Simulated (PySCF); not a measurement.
# C4H8OSi: NMR shifts at several levels of theory, part 1 of 2

How much do the NMR shifts of C4H8OSi (`C=CC(=C)O[SiH3]`) depend on the level of theory, and what does each level cost?

The runs use PySCF 2.14.0, with density-fitted response routines of our own; the level of theory stands in each step. All values are computed, except where a source is named. Atoms count from 0, in the outputs and in this text.

## 1. Starting geometry

14 atoms, charge 0, multiplicity 1; geometry from: GFN2-xTB. The atoms were then displaced at random by about 0.03 Å, so the start is not that level's minimum.

Bonds of the start (Å): C0–C1 1.30, C1–C2 1.50, C2–C3 1.28, C2–O4 1.31, O4–Si5 1.62, C0–H6 1.15, C0–H7 1.08, C1–H8 1.09, C3–H9 1.18, C3–H10 1.02, Si5–H11 1.47, Si5–H12 1.48, Si5–H13 1.46.

## 2. Optimising the geometry at PBE0-D3(BJ)/def2-SVP

The job: settings as JSON, then the geometry in Å.

```
{"job": {"xc": "PBE0", "basis": "def2-SVP", "d3": "d3bj", "grid": 1, "shake": 0.03, "kind": "geom"}, "charge": 0, "multiplicity": 1}
C      2.243600     0.964100    -0.181900
C      1.665290    -0.161760     0.110830
C      0.198280    -0.480720     0.031950
C     -0.096030    -1.685320     0.343330
O     -0.547260     0.530530    -0.345440
Si    -2.134940     0.709530    -0.639970
H      1.571170     1.839410    -0.514640
H      3.283380     1.264510    -0.155930
H      2.316400    -0.942700     0.494540
H     -1.250630    -1.939240     0.336410
H      0.452480    -2.481450     0.677960
H     -2.922690     0.330520     0.546470
H     -2.250850     2.148620    -0.961390
H     -2.548970    -0.140790    -1.748310
```

The run is started by

```sh
OMP_NUM_THREADS=1 python probes_run.py task.json out
```

One launch serves the whole session: the jobs run in the order shown.

Standard output:

```text
step   0  E = -521.25460802  max force = 0.141361
step   1  E = -521.27839422  max force = 0.051502
step   2  E = -521.28485033  max force = 0.010975
step   3  E = -521.28678683  max force = 0.008399
step   4  E = -521.28675418  max force = 0.006333
step   5  E = -521.28711106  max force = 0.002148
step   6  E = -521.28713737  max force = 0.001455
step   7  E = -521.28717781  max force = 0.000577
step   8  E = -521.28718032  max force = 0.000302
optimisation converged
```

Run time: 49 s. Hardware: 1 thread of Intel Xeon Platinum 8488C, shared host; peak memory 0.49 GiB.

Relaxation path:

```
step  energy from step 0 (eV)  largest force component (eV/Å)
   0                   0.0000                          7.2691
   1                  -0.6473                          2.6483
   2                  -0.8229                          0.5644
   3                  -0.8756                          0.4319
   4                  -0.8747                          0.3257
   5                  -0.8845                          0.1105
   6                  -0.8852                          0.0748
   7                  -0.8863                          0.0297
   8                  -0.8863                          0.0155
```

Close pairs (by a distance rule), those that changed most:

```csv
bond,before (Å),after (Å),change (Å)
C3–H9,1.182,1.093,-0.090
C2–C3,1.279,1.346,+0.068
C3–H10,1.023,1.090,+0.067
C0–H6,1.153,1.093,-0.060
O4–Si5,1.625,1.679,+0.055
C2–O4,1.312,1.354,+0.042
C1–C2,1.503,1.463,-0.040
C0–C1,1.299,1.337,+0.038
```

The final coordinates are the input of the step that follows.

```csv
at the end point,value
point group (found at 0.08 Å tolerance),Cs
"rotational constants (GHz, main isotopes)","5.420, 1.836, 1.394"
dipole moment (D),0.47
```

## 3. NMR shieldings: WP04/pcSseg-1

The job: settings as JSON, then the geometry in Å.

```
{"job": {"kind": "nmr", "xc": "WP04", "basis": "pcSseg-1", "pop": false}, "charge": 0, "multiplicity": 1}
C      2.250963     1.037816    -0.164098
C      1.705589    -0.149763     0.119202
C      0.274343    -0.437969     0.019284
C     -0.238276    -1.648134     0.310520
O     -0.469154     0.617430    -0.388544
Si    -2.132645     0.666863    -0.612099
H      1.626614     1.871954    -0.492852
H      3.326894     1.201974    -0.074018
H      2.329976    -0.985181     0.448962
H     -1.305959    -1.868112     0.236798
H      0.422228    -2.452690     0.633534
H     -2.841272     0.365482     0.666746
H     -2.419714     2.054863    -1.057488
H     -2.550359    -0.319293    -1.652036
```

With the program's defaults for keys left out, this is: GIAO WP04/pcSseg-1 NMR shielding, non-relativistic, gas phase.

Standard output:

```text
coarse grid: 12016 points
cycle   1  E = -530.3887002565  dE =  5.338e-01  |g| = 9.827e-01  |ddm| = 3.454e+00
cycle   2  E = -529.9929602924  dE =  3.957e-01  |g| = 1.705e+00  |ddm| = 2.272e+00
cycle   3  E = -530.5477703378  dE = -5.548e-01  |g| = 3.089e-01  |ddm| = 1.862e+00
cycle   4  E = -530.5658410062  dE = -1.807e-02  |g| = 1.295e-01  |ddm| = 3.197e-01
cycle   5  E = -530.5693138647  dE = -3.473e-03  |g| = 5.950e-02  |ddm| = 1.349e-01
cycle   6  E = -530.5702880939  dE = -9.742e-04  |g| = 9.274e-03  |ddm| = 5.433e-02
cycle   7  E = -530.5703033807  dE = -1.529e-05  |g| = 5.506e-03  |ddm| = 1.068e-02
cycle   8  E = -530.5703114998  dE = -8.119e-06  |g| = 7.301e-04  |ddm| = 4.748e-03
final grid: 110944 points
cycle   9  E = -530.6357345934  dE = -3.239e-05  |g| = 7.969e-03  |ddm| = 2.844e-02
cycle  10  E = -530.6357171386  dE =  1.745e-05  |g| = 1.230e-02  |ddm| = 1.380e-02
cycle  11  E = -530.6357469481  dE = -2.981e-05  |g| = 2.586e-03  |ddm| = 9.754e-03
cycle  12  E = -530.6357485567  dE = -1.609e-06  |g| = 4.300e-04  |ddm| = 2.332e-03
cycle  13  E = -530.6357485952  dE = -3.851e-08  |g| = 1.777e-04  |ddm| = 4.533e-04
cycle  14  E = -530.6357486035  dE = -8.309e-09  |g| = 3.216e-05  |ddm| = 1.634e-04
cycle  15  E = -530.6357486038  dE = -2.699e-10  |g| = 7.027e-06  |ddm| = 3.967e-05
converged SCF energy = -530.6357486038

GIAO shielding tensors (ppm)
atom      isotropic    diamagn.    paramagn.     s11        s22        s33       span
  0 C       49.787     254.697    -204.910    -62.475     52.685    159.151    221.627
  1 C       33.412     256.970    -223.559    -79.581     50.349    129.467    209.048
  2 C        7.341     251.671    -244.329    -98.512     27.583     92.953    191.465
  3 C       76.463     259.306    -182.843     -5.571     92.012    142.948    148.518
  4 O      227.896     404.759    -176.863    145.736    229.262    308.690    162.954
  5 Si     381.833     881.636    -499.802    347.323    357.334    440.844     93.522
  6 H       25.835      32.670      -6.835     23.248     23.969     30.289      7.041
  7 H       26.404      27.744      -1.340     24.423     25.626     29.163      4.741
  8 H       25.789      31.479      -5.690     24.043     24.209     29.115      5.072
  9 H       27.452      33.185      -5.733     25.242     25.606     31.510      6.269
 10 H       27.395      31.810      -4.416     25.422     26.501     30.260      4.838
 11 H       27.346      30.444      -3.098     24.614     25.658     31.767      7.153
 12 H       27.472      29.608      -2.137     24.138     26.138     32.138      8.000
 13 H       27.343      30.119      -2.775     24.608     25.653     31.768      7.160
```

It took 14 s on 1 thread of Intel Xeon Platinum 8488C, shared host; peak memory 0.73 GiB.

The references, computed at this level on geometries of the same kind, shield at (ppm): ¹H TMS 31.56, ¹³C TMS 172.4, ²⁹Si TMS 338.7, ¹⁷O H2O 317.5. Their shielding less the atom's gives the shift. The references are single molecules in the gas phase, so shifts against H2O, NH3, PH3, H3PO4 or CFCl3 are not on the usual liquid scales and can be off by tens of ppm. Atoms listed in one row are averaged.

| atoms | environment | σ (ppm) | δ (ppm) |
| --- | --- | --- | --- |
| C2 | alkene carbon bearing oxygen | 7.3 | 165.1 |
| C1 | alkene CH | 33.4 | 139.0 |
| C0 | terminal =CH2 carbon | 49.8 | 122.7 |
| C3 | β carbon of an enol-ether or enamine type C=C | 76.5 | 96.0 |
| H8 | hydrogen on an alkene CH | 25.79 | 5.78 |
| H6 | hydrogen on a terminal =CH2 carbon | 25.84 | 5.73 |
| H7 | hydrogen on a terminal =CH2 carbon | 26.40 | 5.16 |
| H11, H12, H13 | hydrogen on a silicon bonded to O | 27.39 | 4.18 |
| H10 | hydrogen on a β carbon of an enol-ether or enamine type C=C | 27.39 | 4.17 |
| H9 | hydrogen on a β carbon of an enol-ether or enamine type C=C | 27.45 | 4.11 |
| O4 | oxygen bonded to C, Si | 227.9 | 89.6 |
| Si5 | silicon bonded to O, 3 H | 381.8 | -43.1 |

## 4. NMR shieldings: B97-2/pcSseg-1

Same as in step 3 but for these lines:

```diff
@@ -1,2 +1,2 @@
-{"job": {"kind": "nmr", "xc": "WP04", "basis": "pcSseg-1", "pop": false}, "charge": 0, "multiplicity": 1}
+{"job": {"kind": "nmr", "xc": "B97-2", "basis": "pcSseg-1", "pop": false}, "charge": 0, "multiplicity": 1}
 C      2.250963     1.037816    -0.164098
```

Method: GIAO B97-2/pcSseg-1 NMR shielding, non-relativistic, gas phase.

Standard output:

```text
coarse grid: 12016 points
cycle   1  E = -521.7045623315  dE =  5.718e-01  |g| = 6.554e-01  |ddm| = 3.367e+00
cycle   2  E = -521.5979908625  dE =  1.066e-01  |g| = 1.002e+00  |ddm| = 1.390e+00
cycle   3  E = -521.7833665805  dE = -1.854e-01  |g| = 1.475e-01  |ddm| = 1.000e+00
cycle   4  E = -521.7877185110  dE = -4.352e-03  |g| = 5.087e-02  |ddm| = 1.501e-01
cycle   5  E = -521.7882797708  dE = -5.613e-04  |g| = 2.186e-02  |ddm| = 5.611e-02
cycle   6  E = -521.7884114636  dE = -1.317e-04  |g| = 2.714e-03  |ddm| = 2.050e-02
cycle   7  E = -521.7884131046  dE = -1.641e-06  |g| = 9.897e-04  |ddm| = 2.835e-03
final grid: 110944 points
cycle   8  E = -521.8282283784  dE = -3.668e-05  |g| = 5.319e-03  |ddm| = 2.680e-02
cycle   9  E = -521.8282203061  dE =  8.072e-06  |g| = 8.036e-03  |ddm| = 9.828e-03
cycle  10  E = -521.8282326243  dE = -1.232e-05  |g| = 9.656e-04  |ddm| = 6.970e-03
cycle  11  E = -521.8282327790  dE = -1.548e-07  |g| = 4.273e-04  |ddm| = 1.057e-03
cycle  12  E = -521.8282328279  dE = -4.886e-08  |g| = 5.336e-05  |ddm| = 3.786e-04
cycle  13  E = -521.8282328282  dE = -2.819e-10  |g| = 4.417e-05  |ddm| = 6.939e-05
cycle  14  E = -521.8282328286  dE = -4.725e-10  |g| = 4.672e-06  |ddm| = 3.539e-05
converged SCF energy = -521.8282328286

GIAO shielding tensors (ppm)
atom      isotropic    diamagn.    paramagn.     s11        s22        s33       span
  0 C       62.706     253.841    -191.136    -47.605     65.009    170.713    218.318
  1 C       46.203     256.531    -210.328    -64.512     63.318    139.804    204.315
  2 C       22.417     250.620    -228.203    -82.390     43.136    106.504    188.894
  3 C       90.248     258.310    -168.062     11.506    105.954    153.285    141.778
  4 O      239.627     401.685    -162.059    150.083    240.704    328.094    178.012
  5 Si     394.704     879.768    -485.064    354.062    363.852    466.197    112.135
  6 H       25.428      31.835      -6.407     22.883     23.539     29.862      6.979
  7 H       25.973      27.848      -1.875     23.916     25.133     28.870      4.954
  8 H       25.288      31.099      -5.810     23.434     23.809     28.621      5.187
  9 H       27.081      32.521      -5.440     24.823     25.171     31.248      6.425
 10 H       27.064      31.493      -4.429     25.005     26.183     30.004      4.999
 11 H       26.522      29.594      -3.072     23.737     24.745     31.084      7.347
 12 H       26.638      29.018      -2.380     23.232     25.340     31.340      8.108
 13 H       26.519      29.344      -2.825     23.731     24.740     31.086      7.354
```

Wall time 15 s (1 thread of Intel Xeon Platinum 8488C, shared host); peak memory 0.73 GiB.

Key values: δ C2 161.3, C1 137.5, C0 121.0, C3 93.4, H8 6.09, H6 5.95 ppm.

## 5. NMR shieldings: BHandHLYP/pcSseg-1

Same as in step 4 but for these lines:

```diff
@@ -1,2 +1,2 @@
-{"job": {"kind": "nmr", "xc": "B97-2", "basis": "pcSseg-1", "pop": false}, "charge": 0, "multiplicity": 1}
+{"job": {"kind": "nmr", "xc": "BHandHLYP", "basis": "pcSseg-1", "pop": false}, "charge": 0, "multiplicity": 1}
 C      2.250963     1.037816    -0.164098
```

Level: GIAO BHandHLYP/pcSseg-1 NMR shielding, non-relativistic, gas phase.

Standard output:

```text
coarse grid: 12016 points
cycle   1  E = -521.6515941162  dE =  7.056e-01  |g| = 5.960e-01  |ddm| = 3.310e+00
cycle   2  E = -521.6494663571  dE =  2.128e-03  |g| = 6.527e-01  |ddm| = 9.208e-01
cycle   3  E = -521.7226718985  dE = -7.321e-02  |g| = 8.136e-02  |ddm| = 5.491e-01
cycle   4  E = -521.7237136693  dE = -1.042e-03  |g| = 3.882e-02  |ddm| = 8.320e-02
cycle   5  E = -521.7240718025  dE = -3.581e-04  |g| = 9.179e-03  |ddm| = 3.689e-02
cycle   6  E = -521.7240925115  dE = -2.071e-05  |g| = 1.621e-03  |ddm| = 8.619e-03
cycle   7  E = -521.7240932234  dE = -7.120e-07  |g| = 3.788e-04  |ddm| = 1.659e-03
final grid: 110944 points
cycle   8  E = -521.7604450143  dE = -1.096e-05  |g| = 2.303e-03  |ddm| = 1.093e-02
cycle   9  E = -521.7604455672  dE = -5.529e-07  |g| = 1.817e-03  |ddm| = 3.327e-03
cycle  10  E = -521.7604463420  dE = -7.748e-07  |g| = 3.185e-04  |ddm| = 1.478e-03
cycle  11  E = -521.7604463603  dE = -1.826e-08  |g| = 9.751e-05  |ddm| = 2.911e-04
cycle  12  E = -521.7604463624  dE = -2.167e-09  |g| = 2.373e-05  |ddm| = 1.091e-04
cycle  13  E = -521.7604463626  dE = -1.298e-10  |g| = 8.543e-06  |ddm| = 2.463e-05
converged SCF energy = -521.7604463626

GIAO shielding tensors (ppm)
atom      isotropic    diamagn.    paramagn.     s11        s22        s33       span
  0 C       57.828     253.675    -195.848    -63.259     65.260    171.483    234.742
  1 C       41.980     256.572    -214.593    -78.811     63.948    140.802    219.614
  2 C       17.196     249.883    -232.687   -100.981     43.322    109.246    210.227
  3 C       87.966     258.105    -170.140      0.619    108.905    154.373    153.754
  4 O      249.244     402.913    -153.669    163.449    248.509    335.774    172.325
  5 Si     398.529     878.293    -479.764    360.779    369.021    465.788    105.009
  6 H       25.423      31.749      -6.326     22.824     23.349     30.097      7.273
  7 H       25.997      27.822      -1.825     23.821     24.972     29.198      5.378
  8 H       25.364      30.946      -5.582     23.304     23.859     28.929      5.625
  9 H       27.162      32.606      -5.444     24.712     25.199     31.575      6.862
 10 H       27.137      31.449      -4.313     24.888     26.254     30.268      5.379
 11 H       26.763      29.629      -2.866     23.952     24.992     31.344      7.392
 12 H       26.826      29.023      -2.197     23.356     25.456     31.667      8.311
 13 H       26.760      29.391      -2.631     23.947     24.987     31.346      7.399
```

It took 13 s on 1 thread of Intel Xeon Platinum 8488C, shared host; peak memory 0.73 GiB.

Key values: δ C2 166.8, C1 142.0, C0 126.1, C3 96.0, H8 6.08, H6 6.02 ppm.

(Continued in part 2 of 2.)
